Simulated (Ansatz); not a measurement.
Consider vertical spin-state energies of BFH₄OSi, SMILES FBO[SiH3] (Ansatz 0.2.0 through its Python package).

`spin_bfh4osi.py`:
```python
import ansatz as az

geometry_ang = [
    ('F', [-0.7425, -2.1224, 0.9059]),
    ('B', [-0.6297, -0.662, 1.1162]),
    ('O', [-1.0768, 0.2986, 0.0791]),
    ('Si', [0.4313, 0.6048, -0.8632]),
    ('H', [-0.2272, -0.2788, 2.1433]),
    ('H', [0.0226, 1.5716, -1.9216]),
    ('H', [1.4545, 1.1685, -0.0226]),
    ('H', [0.8599, -0.6375, -1.4929]),
]
molecule = az.Crystal.molecule()
for symbol, xyz in geometry_ang:
    molecule = molecule.atom(symbol, xyz)

setup = (
    molecule.calculation()
    .basis(gaussian='def2-TZVPP')
    .functional('HF')
)
found = {}
for unpaired in [0, 2]:
    rep = setup.spin('collinear', total=unpaired).run(threads=1, backend='cpu').report
    s = unpaired / 2
    found[unpaired] = rep['free_energy_ev']
    print(f'2S+1 = {unpaired + 1}: E = {found[unpaired]:.5f} eV, <S^2> = {abs(rep["mean_field"]["state"]["spin_squared"]):.3f} (pure state {s * (s + 1):.2f})')
lowest = min(found, key=found.get)
for unpaired, e in found.items():
    print(f'multiplicity {unpaired + 1}: {23.060548 * (e - found[lowest]):.1f} kcal/mol above the lowest')
```

Which spin state is lowest at this geometry, and how far above lie the others?

In order: multiplicity 1 (+0.00 eV) and multiplicity 3 (+5.18 eV), all at the one geometry.

What the script printed:

```console
$ python spin_bfh4osi.py
2S+1 = 1: E = -13345.55419 eV, <S^2> = 0.000 (pure state 0.00)
2S+1 = 3: E = -13340.37206 eV, <S^2> = 2.018 (pure state 2.00)
multiplicity 1: 0.0 kcal/mol above the lowest
multiplicity 3: 119.5 kcal/mol above the lowest
```

Reading the output:
- Total energies depend on the basis set; only differences at equal settings carry meaning.
- The geometry is a force-field or estimated start, not a minimum of this method, and the basis set is short of its limit. All parts are taken at fixed geometry, without zero-point energy.
- Hartree-Fock leaves correlation out, so it favours high-spin states too much.
- Run time: 23 s on 1 thread of Intel(R) Xeon(R) Processor @ 2.30GHz (shared host), peak memory 0.67 GiB.
